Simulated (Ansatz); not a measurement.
# doublet [MoCl2O2]+ at 6 levels

We compute a comparison of 6 runs (UHF/STO-3G, UHF/3-21G, UB3LYP/def2-SVP, UBLYP/def2-SVP, UPBE0/def2-SVP, UMP2/def2-SVP) of doublet [MoCl2O2]+. 

The calculation is run with Ansatz 0.2.0.

2 further runs of the same task are left out: 2 that didn't finish.

## 1. The structure to begin with

[MoCl2O2]+: 5 atoms, total charge +1, spin state doublet. As SMILES of the parent species, `O=[Mo](=O)(Cl)Cl`. The coordinates come from a PBE0-D4/def2-TZVP relaxation. That shape belongs to the parent species and isn't relaxed for this state.

Bond lengths: O1–Mo2 1.663 Å, Mo2–O3 1.663 Å, Mo2–Cl4 2.242 Å, Mo2–Cl5 2.242 Å. Angles: O1–Mo2–O3 106.8°, O1–Mo2–Cl4 109.6°, O1–Mo2–Cl5 109.6°, O3–Mo2–Cl4 109.6°, O3–Mo2–Cl5 109.6°, Cl4–Mo2–Cl5 111.7°.

## 2. The energy at UHF/STO-3G (run 1)

Contents of input.yaml:

```yaml
crystal:
  periodic: [false, false, false]
  atoms:
    - {symbol: O, position_ang: [0.160790, -0.193810, 1.710330]}
    - {symbol: Mo, position_ang: [0.067390, -0.061640, 0.055230]}
    - {symbol: O, position_ang: [1.227030, -1.074450, -0.573270]}
    - {symbol: Cl, position_ang: [-1.960190, -0.720580, -0.637400]}
    - {symbol: Cl, position_ang: [0.504990, 2.050480, -0.554890]}
basis:
  gaussian:
    orbitals: STO-3G
total_charge: 1
magnetization:
  spin_polarized: true
  initial_magnetization: 1
hamiltonian:
  xc: hf
accuracy: high
output: {orbitals: {seedname: orbitals}}
```

Run with:

```sh
ansatz run input.yaml --threads 1 --pin off --max-ram 3480MiB --events-out events.jsonl --progress --plain --runs-dir runs
```

The log of the run:

```text
Warning: RAYON_NUM_THREADS=1 ignored (pool sized by the plan → 1); use --threads N
Functional definition: HF
  name "HF"
  exchange = exact_x
  correlation = 0
1168 factors; integrals over basis functions are off by at most 7.7e-9 eV
mean field evaluation 1: about -135844.9191 eV, gradient 4.8e1 eV
mean field evaluation 2: about -135845.0036 eV, gradient 4.8e1 eV
mean field evaluation 4: about -135859.7037 eV, gradient 5.5e0 eV
mean field evaluation 8: about -135860.5755 eV, gradient 7.6e-1 eV
mean field evaluation 16: about -135860.6197 eV, gradient 1.3e-4 eV
mean field evaluation 32: about -135811.4342 eV, gradient 7.2e1 eV
mean field evaluation 64: about -135855.1444 eV, gradient 5.2e0 eV
mean field evaluation 96: about -135859.3369 eV, gradient 1.1e-1 eV
mean field evaluation 128: about -135858.1859 eV, gradient 5.5e0 eV
mean field evaluation 160: about -135860.2676 eV, gradient 5.9e0 eV
mean field evaluation 192: about -135859.6095 eV, gradient 5.7e0 eV
mean field evaluation 224: about -135860.6175 eV, gradient 1.7e-1 eV
mean field evaluation 256: about -135852.6459 eV, gradient 9.4e0 eV
mean field evaluation 288: about -135856.2845 eV, gradient 2.0e0 eV
mean field evaluation 320: about -135847.4323 eV, gradient 4.0e1 eV
mean field evaluation 352: about -135856.7700 eV, gradient 8.3e-1 eV
mean field evaluation 384: about -135859.4880 eV, gradient 4.4e0 eV
mean field evaluation 416: about -135854.3539 eV, gradient 5.7e0 eV
mean field -135860.61969434 eV, -4992.7856841313 hartree, gradient 2.4e-8 eV, S^2 1.359648; 6 other end points of the search recorded, 0 dependent functions left out
reference -135860.61969434 eV, -4992.7856841313 hartree; 46, 45 occupied and 9, 10 virtual orbitals, 1168 factors
Total energy: -135860.61969434 eV, -4992.7856841313 hartree
```

Wall time 24 s (1 thread of Intel Xeon Platinum 8259CL at 2.50GHz (Skylake/Cascade Lake), shared host); peak memory 0.26 GiB.

## 3. The energy at UHF/3-21G (run 2)

Contents of in.yaml:

```yaml
crystal:
  periodic: [false, false, false]
  atoms:
    - {symbol: O, position_ang: [0.160790, -0.193810, 1.710330]}
    - {symbol: Mo, position_ang: [0.067390, -0.061640, 0.055230]}
    - {symbol: O, position_ang: [1.227030, -1.074450, -0.573270]}
    - {symbol: Cl, position_ang: [-1.960190, -0.720580, -0.637400]}
    - {symbol: Cl, position_ang: [0.504990, 2.050480, -0.554890]}
basis:
  gaussian:
    orbitals: 3-21G-spherical.json
total_charge: 1
magnetization:
  spin_polarized: true
  initial_magnetization: 1
accuracy: high
output:
  orbitals: {seedname: orbitals}
hamiltonian:
  xc: hf
```

The basis set 3-21G is read from a file made from the Basis Set Exchange's data (not shown).

Run with:

```sh
ansatz run in.yaml --threads 1 --pin off --max-ram 3480MiB --events-out events.jsonl --progress --plain --runs-dir runs
```

The log of the run:

```text
Warning: RAYON_NUM_THREADS=1 ignored (pool sized by the plan → 1); use --threads N
[... 41 lines left out ...]
Total energy: -136592.78766740 eV, -5019.6923608601 hartree
```

It took 1.9 min on 1 thread of Intel Xeon Platinum 8259CL at 2.50GHz (Skylake/Cascade Lake), shared host; peak memory 0.61 GiB.

Runs 3 to 5 aren't shown in full; the table further down has their settings and results.

## 4. A single-point energy at UMP2/def2-SVP (core potential) (run 6)

Edit in.yaml of step 3 so:

```diff
@@ -10,3 +10,3 @@
   gaussian:
-    orbitals: 3-21G-spherical.json
+    orbitals: def2-SVP
 total_charge: 1
@@ -15,6 +15,5 @@
   initial_magnetization: 1
+correlation:
+  method: mp2
+  frozen_orbitals: {Cl: 5, Mo: 0, O: 1}
 accuracy: high
-output:
-  orbitals: {seedname: orbitals}
-hamiltonian:
-  xc: hf
```

Run with:

```sh
ansatz run in.yaml --threads 1 --pin off --max-ram 3480MiB --events-out events.jsonl --progress --plain --runs-dir runs
```

The log of the run:

```text
Warning: RAYON_NUM_THREADS=1 ignored (pool sized by the plan → 1); use --threads N
[... 33 lines left out ...]
12 core orbitals not correlated: weight in the atoms' cores, before any rotation towards them, 1.000 or more for the frozen orbitals, at most 0.000 for the correlated occupied ones
[... 2 lines left out ...]
Total energy: -30926.27355165 eV, -1136.5195904422 hartree
```

It took 2.8 min on 1 thread of Intel Xeon Platinum 8259CL at 2.50GHz (Skylake/Cascade Lake), shared host; peak memory 0.64 GiB.

## 5. The series

| run | level | core potential | frozen core orbitals | energy (Eh) | HOMO energy (eV) | LUMO energy (eV) | ⟨S²⟩ | wall time |
| --- | --- | --- | --- | --- | --- | --- | --- | --- |
| 1 | UHF/STO-3G | none | – | -4992.785684 | -16.81 | -5.01 | 1.360 | 24 s |
| 2 | UHF/3-21G | none | – | -5019.692361 | -18.75 | -8.12 | 1.357 | 1.9 min |
| 3 | UB3LYP/def2-SVP (core potential) | def2-SVP | – | -1138.441858 | -15.42 | -14.07 | 0.791 | 67 s |
| 4 | UBLYP/def2-SVP (core potential) | def2-SVP | – | -1138.407462 | -14.31 | -14.29 | 0.758 | 95 s |
| 5 | UPBE0/def2-SVP (core potential) | def2-SVP | – | -1137.914312 | -15.70 | -13.82 | 0.810 | 58 s |
| 6 | UMP2/def2-SVP (core potential) | def2-SVP | 12 | -1136.519590 | – | – | 1.213 | 2.8 min |

## 6. Results

```
                                           quantity           value
                                run 6: total energy  -1136.51959 Eh
run 6: correlation energy (12 core orbitals frozen)      -989.7 mEh
           run 6: ⟨S²⟩ of the reference determinant           1.213
```

What this shows: Totals of different functionals can't be ranked against each other. Some runs of one species differ in core potentials or relativity; totals across that change don't compare. In run 1 the basis is minimal, so the values are rough. In runs 1, 2 relativity is left out where basis or elements ask for it. Spin contamination of the reference: run 1 ⟨S²⟩ = 1.36, run 2 ⟨S²⟩ = 1.36, run 6 ⟨S²⟩ = 1.21. Where it is this large, the reference is a mixture of spin states, and values that rest on it are in doubt. All runs together took 8.7 min, the longest 2.8 min.
